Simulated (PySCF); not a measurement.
# C2H8Si3: the cost of one run

Programs: PySCF 2.14.0, with density-fitted response routines of our own. Each step states its level of theory. These are calculated values for one molecule in the gas phase, unless marked as measured. Atoms are numbered from 0 throughout.

### Step 1. Starting geometry

13 atoms, charge 0, multiplicity 1; geometry from: GFN2-xTB. The atoms were then displaced at random by about 0.01 Å, so the start is not that level's minimum.

Bonds of the start (Å): C0–C1 1.19, C1–Si2 1.85, Si2–Si3 2.27, Si3–Si4 2.34, C0–H5 1.07, Si2–H6 1.50, Si2–H7 1.47, Si3–H8 1.50, Si3–H9 1.48, Si4–H10 1.46, Si4–H11 1.45, Si4–H12 1.49.

### Step 2. Relaxing the molecule at PBE0-D3(BJ)/def2-SVP

Job settings and geometry (Å):

```
{"job": {"xc": "PBE0", "basis": "def2-SVP", "d3": "d3bj", "grid": 1, "shake": 0.01, "kind": "geom"}, "charge": 0, "multiplicity": 1}
C      2.612780     1.556480    -0.511870
C      2.120560     0.560700    -0.076690
Si     1.343850    -0.966210     0.630060
Si    -0.809540    -0.505650     1.194740
Si    -2.196670     0.232610    -0.533450
H      3.005980     2.471140    -0.908570
H      2.256300    -1.358200     1.747580
H      1.509810    -1.993850    -0.403690
H     -1.426530    -1.717300     1.819050
H     -0.861580     0.452040     2.324000
H     -1.683290     1.474320    -1.098850
H     -2.259570    -0.743870    -1.600530
H     -3.606270     0.520910    -0.135200
```

On the command line:

```console
OMP_NUM_THREADS=1 python probes_run.py task.json out
```

One launch serves the whole session: the jobs run in the order shown.

**Question.** How long does this first job take on 1 thread of Arm Neoverse V1, shared host, and how much memory does it need?

About 39 s, with a peak of 0.52 GiB.
